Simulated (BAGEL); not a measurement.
**HF/6-31G(d) (density fitting with qzvpp-jkfit, spherical functions) run of CH3BFNO (SMILES NC1(F)BO1)**

Aim: the vertical ionisation energy of CH3BFNO at HF/6-31G* (density fitting with qzvpp-jkfit, spherical functions), from 2 runs. 

The calculation is run with BAGEL 1.2.2.

4 further runs of the same task are left out: 4 set aside as unsound or not needed.

## Step 1: Starting point

CH3BFNO has 8 atoms, charge 0, and is taken as a singlet. SMILES: `NC1(F)BO1`. The shape is that of a PBE0-D4/def2-TZVP optimisation. This is one conformer, not always the lowest.

Bond lengths: N1–C2 1.387 Å, C2–F3 1.372 Å, C2–B4 1.510 Å, C2–O5 1.462 Å, B4–O5 1.335 Å, N1–H6 1.009 Å, N1–H7 1.013 Å, B4–H8 1.182 Å. Some angles: N1–C2–F3 113.8°, N1–C2–B4 127.1°, N1–C2–O5 115.3°, F3–C2–B4 118.6°, F3–C2–O5 108.3°, B4–C2–O5 53.3°, C2–B4–O5 61.5°, C2–O5–B4 65.2°, C2–N1–H6 112.2°, C2–N1–H7 112.6°.

## Step 2: The energy at HF/6-31G(d) (density fitting with qzvpp-jkfit, spherical functions)

File calc.json:

```json
{ "bagel": [

{
  "title": "molecule",
  "basis": "6-31gs.json",
  "df_basis": "qzvpp-jkfit",
  "angstrom": true,
  "geometry": [
    { "atom": "N", "xyz": [      -0.431000,       1.148400,       0.184600 ] },
    { "atom": "C", "xyz": [       0.054100,      -0.061200,      -0.289600 ] },
    { "atom": "F", "xyz": [       0.122100,      -0.132700,      -1.658300 ] },
    { "atom": "B", "xyz": [       0.337600,      -1.307200,       0.515100 ] },
    { "atom": "O", "xyz": [       1.346900,      -0.473000,       0.255300 ] },
    { "atom": "H", "xyz": [      -1.439500,       1.170100,       0.211400 ] },
    { "atom": "H", "xyz": [      -0.075300,       1.941600,      -0.336200 ] },
    { "atom": "H", "xyz": [       0.177200,      -2.343100,       1.061900 ] }
  ]
},

{ "title": "hf" },

{ "title": "print", "file": "orbitals.molden", "orbitals": true }

]}
```

The basis set 6-31G* is read from a file made from the Basis Set Exchange's data (not shown).

Run with:

```
$ BAGEL_NUM_THREADS=1 BAGEL calc.json > calc.out
```

What it wrote:

```text
* using 1 threads per process

  ===============================================================
  ===============================================================

  *** Geometry ***

  { "atom" : "N", "xyz" : [     -0.814472,      2.170161,      0.348843 ] },
  { "atom" : "C", "xyz" : [      0.102234,     -0.115651,     -0.547265 ] },
  { "atom" : "F", "xyz" : [      0.230736,     -0.250767,     -3.133733 ] },
  { "atom" : "B", "xyz" : [      0.637972,     -2.470250,      0.973398 ] },
  { "atom" : "O", "xyz" : [      2.545272,     -0.893840,      0.482447 ] },
  { "atom" : "H", "xyz" : [     -2.720261,      2.211169,      0.399488 ] },
  { "atom" : "H", "xyz" : [     -0.142296,      3.669092,     -0.635326 ] },
  { "atom" : "H", "xyz" : [      0.334859,     -4.427817,      2.006700 ] },

  Number of auxiliary basis functions:      435

  Since a DF basis is specified, we compute 2- and 3-index integrals:
    o Being stored without compression. Storage requirement is 0.020 GB

  Number of basis functions:       76
  Number of electrons      :       38

    * METHOD: MOLECULE                             0.19

  *** RHF ***

  === Nuclear Repulsion ===
   167.4112862257

      * DIIS with orbital gradients will be used.

  === RHF iteration (6-31gs.json) ===
      0       -292.74760264          0.02515621           0.04
      1       -292.92480687          0.01725768           0.04
      2       -293.02135854          0.00230114           0.04
      3       -293.02391042          0.00106972           0.04
      4       -293.02443408          0.00018733           0.05
      5       -293.02446641          0.00007896           0.04
      6       -293.02447179          0.00003722           0.04
      7       -293.02447324          0.00001062           0.04
      8       -293.02447334          0.00000433           0.04
      9       -293.02447335          0.00000201           0.04
     10       -293.02447336          0.00000102           0.04
     11       -293.02447336          0.00000027           0.04
     12       -293.02447336          0.00000013           0.04
     13       -293.02447336          0.00000005           0.04
     14       -293.02447336          0.00000002           0.04
     15       -293.02447336          0.00000001           0.04
     16       -293.02447336          0.00000001           0.04
    * SCF iteration converged.

    * Permanent dipole moment:
           (    0.921632,    -0.056125,    -0.210273) a.u.

    * METHOD: HF                                   0.88

    * METHOD: PRINT                                0.01

  ===============================================================
```

Run time: 1.2 s. Hardware: 1 thread of Arm Neoverse V1, shared host; peak memory 0.097 GiB.

## Step 3: The doublet cation at the same level

File input.json:

```json
{ "bagel" : [

{
  "title" : "molecule",
  "basis" : "6-31gs.json",
  "df_basis" : "qzvpp-jkfit",
  "angstrom" : true,
  "geometry" : [
    { "atom" : "N", "xyz" : [      -0.431000,       1.148400,       0.184600 ] },
    { "atom" : "C", "xyz" : [       0.054100,      -0.061200,      -0.289600 ] },
    { "atom" : "F", "xyz" : [       0.122100,      -0.132700,      -1.658300 ] },
    { "atom" : "B", "xyz" : [       0.337600,      -1.307200,       0.515100 ] },
    { "atom" : "O", "xyz" : [       1.346900,      -0.473000,       0.255300 ] },
    { "atom" : "H", "xyz" : [      -1.439500,       1.170100,       0.211400 ] },
    { "atom" : "H", "xyz" : [      -0.075300,       1.941600,      -0.336200 ] },
    { "atom" : "H", "xyz" : [       0.177200,      -2.343100,       1.061900 ] }
  ]
},

{ "title" : "uhf", "charge" : 1, "nopen" : 1 },

{ "title" : "print", "file" : "orbitals.molden", "orbitals" : true }

]}
```

The basis set 6-31G* is read from a file made from the Basis Set Exchange's data (not shown).

Run with:

```
$ BAGEL_NUM_THREADS=1 BAGEL input.json > input.out
```

What it wrote:

```text
* using 1 threads per process

  ===============================================================
  ===============================================================

  *** Geometry ***

  { "atom" : "N", "xyz" : [     -0.814472,      2.170161,      0.348843 ] },
  { "atom" : "C", "xyz" : [      0.102234,     -0.115651,     -0.547265 ] },
  { "atom" : "F", "xyz" : [      0.230736,     -0.250767,     -3.133733 ] },
  { "atom" : "B", "xyz" : [      0.637972,     -2.470250,      0.973398 ] },
  { "atom" : "O", "xyz" : [      2.545272,     -0.893840,      0.482447 ] },
  { "atom" : "H", "xyz" : [     -2.720261,      2.211169,      0.399488 ] },
  { "atom" : "H", "xyz" : [     -0.142296,      3.669092,     -0.635326 ] },
  { "atom" : "H", "xyz" : [      0.334859,     -4.427817,      2.006700 ] },

  Number of auxiliary basis functions:      435

  Since a DF basis is specified, we compute 2- and 3-index integrals:
    o Being stored without compression. Storage requirement is 0.020 GB

  Number of basis functions:       76
  Number of electrons      :       38

    * METHOD: MOLECULE                             0.19

  *** Open-shell HF ***

  === Nuclear Repulsion ===
   167.4112862257

      * DIIS with orbital gradients will be used.

  === UHF iteration (6-31gs.json) ===
      0       -292.35800312          0.05323789           0.09
      1       -292.51926759          0.04085481           0.09
      2       -292.58122245          0.02990347           0.09
      3       -292.65260020          0.00228332           0.09
      4       -292.65403561          0.00126487           0.09
      5       -292.65476509          0.00067083           0.09
      6       -292.65516318          0.00044766           0.09
      7       -292.65538185          0.00031390           0.09
      8       -292.65550176          0.00011415           0.09
      9       -292.65551774          0.00005105           0.09
     10       -292.65552047          0.00002669           0.09
     11       -292.65552131          0.00001620           0.09
     12       -292.65552186          0.00001096           0.09
     13       -292.65552215          0.00000700           0.09
     14       -292.65552227          0.00000440           0.09
     15       -292.65552231          0.00000299           0.08
     16       -292.65552232          0.00000192           0.09
     17       -292.65552233          0.00000142           0.09
     18       -292.65552233          0.00000099           0.09
     19       -292.65552233          0.00000077           0.09
     20       -292.65552234          0.00000051           0.09
     21       -292.65552234          0.00000033           0.09
     22       -292.65552234          0.00000023           0.09
     23       -292.65552234          0.00000016           0.08
     24       -292.65552234          0.00000011           0.08
     25       -292.65552234          0.00000009           0.09
     26       -292.65552234          0.00000006           0.09
     27       -292.65552234          0.00000004           0.09
     28       -292.65552234          0.00000003           0.09
     29       -292.65552234          0.00000002           0.08
     30       -292.65552234          0.00000001           0.09
     31       -292.65552234          0.00000001           0.08
     32       -292.65552234          0.00000001           0.09
    * SCF iteration converged.

    * S^2 (UHF) is 0.7694

    * Permanent dipole moment:
           (    0.865627,     0.611216,    -0.814880) a.u.

    * METHOD: UHF                                  2.99

    * METHOD: PRINT                                0.01

  ===============================================================
```

Wall time 3.3 s (1 thread of Arm Neoverse V1, shared host); peak memory 0.097 GiB.

## Step 4: Outcome

At HF/6-31G* (density fitting with qzvpp-jkfit, spherical functions):

| quantity | value |
| --- | --- |
| singlet CH3BFNO: total energy | -293.02447 Eh |
| singlet CH3BFNO: dipole moment | 2.41 D |
| singlet CH3BFNO: HOMO energy | -11.49 eV |
| singlet CH3BFNO: LUMO energy | 3.64 eV |
| singlet CH3BFNO: HOMO–LUMO gap | 15.13 eV |
| doublet cation: total energy | -292.65552 Eh |
| doublet cation: ⟨S²⟩ | 0.769 |
| vertical ionisation energy (to the doublet cation) | 10.040 eV |

**Reading.** The vertical ionisation energy comes to 10.04 eV (232 kcal/mol). −ε(HOMO) before ionisation, 11.49 eV, is 1.45 eV above this ionisation energy.
